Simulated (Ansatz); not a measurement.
# RbEuS2: the cost of one run

Method: DFT LDA+U (U = 4 eV, J = 0.7 eV on Eu f), plane waves, PAW, no spin–orbit coupling unless a run says so, in Ansatz 0.2.0.

**1. The structure to begin with**

It takes space group R-3m (No. 166, trigonal). The conventional cell has a = 4.152 Å, b = 4.152 Å, c = 22.608 Å, α = 90.00°, β = 90.00°, γ = 120.00°. Around Rb (site symmetry -3m) lie 6 S at 3.30 Å. Eu (site symmetry -3m) is surrounded by 6 S at 2.83 Å. S (site symmetry 3m) has 3 Eu at 2.83 Å and 3 Rb at 3.30 Å as nearest neighbours.

As a file:

```xyz
4
Lattice="2.0758 1.1985 7.5360 -2.0758 1.1985 7.5360 0.0000 -2.3970 7.5360" Properties=species:S:1:pos:R:3 pbc="T T T"
Rb    0.0000    0.0000   11.3040
Eu    0.0000    0.0000    0.0000
S     0.0000    0.0000    6.0296
S     0.0000    0.0000   16.5785
```

**2. Ferromagnetic start, free, symmetry kept, no search**

File input.yaml:

```yaml
crystal:
  lattice:
    - [2.07582309, 1.19847702, 7.53602995]
    - [-2.07582309, 1.19847702, 7.53602995]
    - [0.0, -2.39695404, 7.53602995]
  atoms:
    - { symbol: Rb, position: [0.5, 0.5, 0.5] }
    - { symbol: Eu, position: [0.0, 0.0, 0.0], spin: 6.0 }
    - { symbol: S, position: [0.2667, 0.2667, 0.2667] }
    - { symbol: S, position: [0.7333, 0.7333, 0.7333] }
basis:
  ecutwfc: 420
  ecutrho_ratio: 4
kpoints:
  mp_grid: { grid: [5, 5, 5] }
hamiltonian:
  xc: lda
  hubbard: { sites: [{ site: 1, l: f, u: 4.0, j: 0.7 }] }
scf:
  occupations: { method: gaussian, width: 0.05 }
  lower_state_search: "off"
  max_iter: 150
output:
  forces: true
  stress: true
  eigenvalues: true
  populations: true
  hubbard: { sites: [{ site: 1, l: f }] }
magnetization:
  spin_polarized: true
```

On the command line:

```sh
> ansatz run input.yaml --threads 4 --pin off --max-ram 6144MiB --backend cpu --events-out ev --progress --plain --runs-dir out
```

**Question.** How long does this run take on 4 threads of Arm Neoverse V1, shared host, and how much memory does it need?

About 6 s, with a peak of 0.53 GiB.
